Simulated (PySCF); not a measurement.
# The bond of LiBe−, level by level

The task here is to estimate one member of a computed series from the others.

The runs use PySCF 2.14.0; Li aug-cc-pVDZ, Be aug-cc-pVDZ, no relativity.

4 further runs of the same task are left out: 4 set aside as unsound or not needed.

The first run:

The job is set up so:

| Property | Result |
| --- | --- |
| atoms | Li, Be |
| charge | -1 |
| basis | Li aug-cc-pVDZ, Be aug-cc-pVDZ |
| Hamiltonian | no relativity |
| basis functions | 46 |
| electrons treated | 8 |
| masses in u | 7.0160, 9.0122 |
| levels | PBE0, PBE, r²SCAN, BP86, LDA, M06-2X, MP2, SCS-MP2, CCSD, CCSD(T) |
| grid | 80 radial by 434 angular points |
| occupations | held fixed by the projection of orbital angular momentum |
| dissociation limit | Li− + Be, each in its ground configuration |
| starting distance in angstrom | 2.345 |
| values of 2S to try | 0, 2 |

Run with:

```
$ OMP_NUM_THREADS=1 python dia.py task.json out
```

Among the steps run: Input; PBE0 along the bond; PBE (GGA); r²SCAN; BP86 (GGA); LDA; M06-2X; MP2 and coupled cluster.

One of the session's tables, all rows but one given; the rest of the session is left out.

```
      level  Re (Å)  ωe (cm⁻¹)  De (eV)
    RHF-MP2   2.953      185.9    0.253
RHF-SCS-MP2   2.984      168.7    0.206
   RHF-CCSD   2.973      169.4    0.177
RHF-CCSD(T)       ?          ?        ?
        LDA   2.803      247.0     0.70
        PBE   2.864      232.3     0.61
       BP86   2.876      228.1     0.56
     r²SCAN   2.906      225.6     0.55
       PBE0   2.923      214.3    0.484
     M06-2X   2.956      190.8    0.371
```

**Question.** Estimate the row for RHF-CCSD(T).

The run gave: Re (Å): 2.867; ωe (cm⁻¹): 208.1; De (eV): 0.289. In the column «Re (Å)» it lies between PBE (2.864) and BP86 (2.876).

De is counted to Li− + Be in their ground configurations.
